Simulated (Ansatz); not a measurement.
# C₃H₅AlClF: how energies converge with the basis set

Aim: see how fast density functionals converge with the basis set for C₃H₅AlClF.

Method: one geometry, several basis sets; program: Ansatz 0.2.0, Gaussian basis.

Levels to be run: PBE0-D4/def2-SVP; ωB97M-V/def2-SVP; PBE0-D4/def2-QZVPP; ωB97M-V/def2-QZVPP; the functionals' def2-TZVPP values are taken from earlier runs.

**1. The relaxed structure**

All runs share one geometry, relaxed beforehand with PBE0-D4 in a triple-zeta def2 set.

SMILES `C=C[CH2][Al]([F])[Cl]`, 11 atoms, charge 0, spin multiplicity 1.

Atoms are counted from 1 here; the program's logs count them from 0.

Bond lengths: C1–C2 1.345 Å, C1–H7 1.082 Å, C1–H8 1.087 Å, C2–C3 1.488 Å, C2–H9 1.088 Å, C3–Al4 1.942 Å, C3–H10 1.091 Å, C3–H11 1.084 Å, Al4–F5 1.648 Å, Al4–Cl6 2.090 Å. Angles: C2–C1–H7 121.0°, C2–C1–H8 121.9°, H7–C1–H8 117.0°, C1–C2–C3 124.9°, C1–C2–H9 117.6°, C3–C2–H9 116.6°, C2–C3–Al4 83.0°, C2–C3–H10 113.6°, C2–C3–H11 114.1°, Al4–C3–H10 110.1°, Al4–C3–H11 121.3°, H10–C3–H11 111.9°, C3–Al4–F5 119.1°, C3–Al4–Cl6 123.0°, F5–Al4–Cl6 117.8°.

Geometry (Å):

```
C    -0.51077   -1.36791   -0.33814
C     0.55467   -0.74920    0.20207
C     1.12786    0.53630   -0.28163
Al   -0.60376    1.23611    0.25110
F    -1.72743    1.56135   -0.90921
Cl   -1.08082    1.71217    2.22897
H    -0.95236   -2.23434    0.13645
H    -0.93535   -1.05480   -1.28883
H     0.92117   -1.11722    1.15844
H     1.23428    0.58582   -1.36597
H     2.03779    0.83472    0.22735
```

**2. PBE0-D4 in def2-SVP**

in.yaml reads:

```yaml
crystal:
  periodic: [false, false, false]
  atoms:
    - {symbol: C, position_ang: [-0.510768, -1.367909, -0.338143]}
    - {symbol: C, position_ang: [0.554673, -0.749200, 0.202073]}
    - {symbol: C, position_ang: [1.127865, 0.536300, -0.281631]}
    - {symbol: Al, position_ang: [-0.603757, 1.236105, 0.251099]}
    - {symbol: F, position_ang: [-1.727428, 1.561346, -0.909207]}
    - {symbol: Cl, position_ang: [-1.080818, 1.712169, 2.228972]}
    - {symbol: H, position_ang: [-0.952362, -2.234341, 0.136446]}
    - {symbol: H, position_ang: [-0.935352, -1.054798, -1.288829]}
    - {symbol: H, position_ang: [0.921170, -1.117217, 1.158441]}
    - {symbol: H, position_ang: [1.234284, 0.585822, -1.365971]}
    - {symbol: H, position_ang: [2.037794, 0.834722, 0.227348]}
basis:
  gaussian: {orbitals: def2-SVP}
hamiltonian: {xc: pbe0, dispersion: d4}
output: {orbitals: {seedname: orbitals}}
```

After this run come: ωB97M-V in def2-SVP; PBE0-D4 in def2-QZVPP; ωB97M-V in def2-QZVPP.

Q: Predict the results of all the runs planned. Wanted: PBE0-D4: double and triple zeta above quadruple; ωB97M-V: double and triple zeta above quadruple.

As calculated:

```
                                       quantity           value
PBE0-D4: double and triple zeta above quadruple  14.49, 0.91 eV
ωB97M-V: double and triple zeta above quadruple  14.62, 0.87 eV
```

**Reading.** PBE0-D4 gains 13.57 eV from double to triple zeta, then 0.91 eV more. These are total energies; as a rule much of such shifts cancels in differences, which this series doesn't test.
